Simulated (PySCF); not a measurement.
# TiO(OH)2: relaxation and vibrations of the singlet

The task is one start of a wider search on TiO(OH)2: the singlet, from a trigonal planar start. It is relaxed, tested by its Hessian and followed downhill if it is a saddle.

Computed with PySCF 2.14.0. Level: PBE0, basis Ti def2-TZVP, O def2-TZVP, H def2-TZVP, no relativity, density fitting.

## 1. The starting structure

6 atoms, charge 0, spin multiplicity 1.

Bond lengths: Ti1–O2 1.740 Å, Ti1–O3 1.990 Å, Ti1–O4 1.990 Å, O3–H5 0.960 Å, O4–H6 0.960 Å. Angles: O2–Ti1–O3 120.0°, O2–Ti1–O4 120.0°, O3–Ti1–O4 120.0°, Ti1–O3–H5 130.0°, Ti1–O4–H6 130.0°.

Z-matrix (Å, degrees; charge 0 multiplicity 1):
```
Ti
O  1 1.7400
O  1 1.9900 2 120.00
O  1 1.9900 2 120.00 3 180.00
H  3 0.9600 1 130.00 2 0.00
H  4 0.9600 1 130.00 2 180.00
```

## 2. First SCF at the start

The steps below are one call of a driver around PySCF. For each, scf.py gives the equivalent set-up of the SCF; relaxations use the driver's own optimiser. After this first run the driver tries any further starts and a stability analysis.

Input file scf.py:

```python
from pyscf import gto, scf, dft
mol = gto.M(atom='''
Ti     0.000000     0.000000     0.000000
O      1.740000     0.000000     0.000000
O     -0.995000     1.723400     0.000000
O     -0.995000    -1.723400     0.000000
H     -0.666700     2.625500     0.000000
H     -1.940400    -1.890100     0.000000''',
    basis={'Ti': 'def2-TZVP', 'O': 'def2-TZVP', 'H': 'def2-TZVP'},
    charge=0, spin=0)
mf = dft.RKS(mol, xc='PBE0')
mf.grids.atom_grid = (50, 194)
aux = {'Ti': 'def2-universal-JKFIT', 'O': 'def2-universal-JKFIT', 'H': 'def2-universal-JKFIT'}
mf = mf.density_fit(auxbasis=aux)
mf.conv_tol = 1e-08
mf.diis_space = 10
mf.max_cycle = 60
mf.init_guess = 'minao'
mf.verbose = 4
mf.kernel()
```

Launch:

```console
OMP_NUM_THREADS=4 python axn.py task.json out
```

The runs that follow: Relaxation: trigonal planar start, singlet; Vibrations and properties at this point.

What does the calculation give? Wanted: minimum; geometry; wavenumbers; dipole moment; highest occupied, lowest empty level; polar-tensor charge of Ti1; zero-point energy; atomisation energy.

The runs gave:

| quantity | value |
| --- | --- |
| minimum | singlet, Cs |
| geometry | O–H 0.958 Å (×2), Ti–O 1.605 Å, Ti–O 1.823 Å, Ti–O 1.834 Å; H–O–Ti 132.1°, H–O–Ti 135.2°, O–Ti–O 115.6°, O–Ti–O 117.7°, O–Ti–O 126.6° |
| wavenumbers (cm⁻¹) | 44 (a''), 177 (a'), 256 (a'), 349 (a'), 454 (a''), 509 (a'), 523 (a''), 696 (a'), 798 (a'), 1085 (a'), 3929 (a'), 3940 (a') |
| dipole moment | 3.10 D |
| highest occupied, lowest empty level | -8.55, -2.62 eV |
| polar-tensor charge of Ti1 | +2.30 e |
| zero-point energy | 76.3 kJ/mol |
| entropy at 298.15 K | 325.9 J/(mol K) |
| atomisation energy (no zero-point energy) | 2476 kJ/mol |

What this shows: The trigonal planar start keeps its Cs symmetry and ends in a minimum. The strongest infrared band lies at 1085 cm⁻¹ (a'). Other starts or spin states, not run here, may lie lower.
